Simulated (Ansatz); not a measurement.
**Pb: stress in a strained cell**

Pb is deformed so: equal xx and yy strain of -3 %. What stress and forces result, by LAPW, PAW and all-electron datasets made for the crystal?

Method: DFT PBEsol, scalar-relativistic, in Ansatz 0.2.0.

## (1) The starting structure

The structure is hexagonal, space group P6_3/mmc (No. 194). Conventional cell: a = 3.480 Å, b = 3.480 Å, c = 5.590 Å, α = 90.00°, β = 90.00°, γ = 120.00°. Around Pb (site symmetry -6m2) lie 12 Pb at 3.44 to 3.48 Å.

As a file:

```
Pb
1.0
     3.48000    0.00000    0.00000
    -1.74000    3.01377    0.00000
     0.00000    0.00000    5.59000
Pb
2
Direct
  0.33333 0.66667 0.25000
  0.66667 0.33333 0.75000
```

Atoms are numbered in the order of the input: Pb1, Pb2.

## (2) After the deformation

Space group P6_3/mmc before, P6_3/mmc after.

## (3) LAPW, all electrons

input.yaml reads:

```yaml
crystal:
  lattice:
    - [3.3756006699, 0.0, 0.0]
    - [-1.6878003349, 2.9233559331, 0.0]
    - [0.0, 0.0, 5.59]
  atoms:
    - { symbol: Pb, position: [0.3333333333, 0.6666666667, 0.25] }
    - { symbol: Pb, position: [0.6666666667, 0.3333333333, 0.75] }
kpoints:
  mp_grid: { grid: [12, 12, 7] }
  band_path:
    path:
      - [0.0, 0.0, 0.0]
      - [0.5, 0.0, 0.0]
      - [0.3333333333, 0.3333333333, 0.0]
      - [0.0, 0.0, 0.0]
      - [0.0, 0.0, 0.5]
      - [0.5, 0.0, 0.5]
      - [0.3333333333, 0.3333333333, 0.5]
      - [0.0, 0.0, 0.5]
      - [0.5, 0.0, 0.5]
    npoints: 5
scf:
  occupations: { method: fermi_dirac, width: 0.05 }
hamiltonian:
  xc: pbesol
  pseudopotentials: { kind: all_electron, lapw: { basis_error: 0.0005 } }
output:
  forces: true
  stress: true
  eigenvalues: true
```

Started as:

```console
$ ansatz run input.yaml --threads 1 --pin off --max-ram 3072MiB --backend cpu --events-out ev --progress --plain --runs-dir out
```

## (4) Frozen-core PAW

input.yaml reads:

```yaml
crystal:
  lattice:
    - [3.3756006699, 0.0, 0.0]
    - [-1.6878003349, 2.9233559331, 0.0]
    - [0.0, 0.0, 5.59]
  atoms:
    - { symbol: Pb, position: [0.3333333333, 0.6666666667, 0.25] }
    - { symbol: Pb, position: [0.6666666667, 0.3333333333, 0.75] }
kpoints:
  mp_grid: { grid: [12, 12, 7] }
scf:
  occupations: { method: fermi_dirac, width: 0.05 }
hamiltonian:
  xc: pbesol
  pseudopotentials: { kind: paw }
output:
  forces: true
  stress: true
  eigenvalues: true
  efg: { contact_densities: true }
```

## (5) Datasets made for this crystal

input.yaml: that of step 4 with these lines changed.

```diff
@@ -14,3 +14,3 @@
   xc: pbesol
-  pseudopotentials: { kind: paw }
+  pseudopotentials: { kind: all_electron, datasets: crystal }
 output:
```

(Steps that only read results are left out.)

**Question.** What will these runs give? Wanted: pressure; largest shear or deviatoric stress.

**Answer**, as computed:

```
                                 quantity                                           value
                                 pressure  LAPW 4.84, PAW 4.83, crystal datasets 4.84 GPa
largest shear or deviatoric stress (LAPW)                                        0.22 GPa
```

The largest part of the stress beyond the pressure is 0.22 GPa in size, in the zz component; the atoms are carried along and not relaxed. No run of the undeformed cell stands beside it, so the pressure holds what the given cell had before the change. PAW: stress within 0.01 GPa of LAPW. Crystal datasets: stress within 0.01 GPa of LAPW. Spin-orbit coupling is left out, though the cell holds Pb; in elements this heavy it can shift bands and gaps by tenths of an eV.
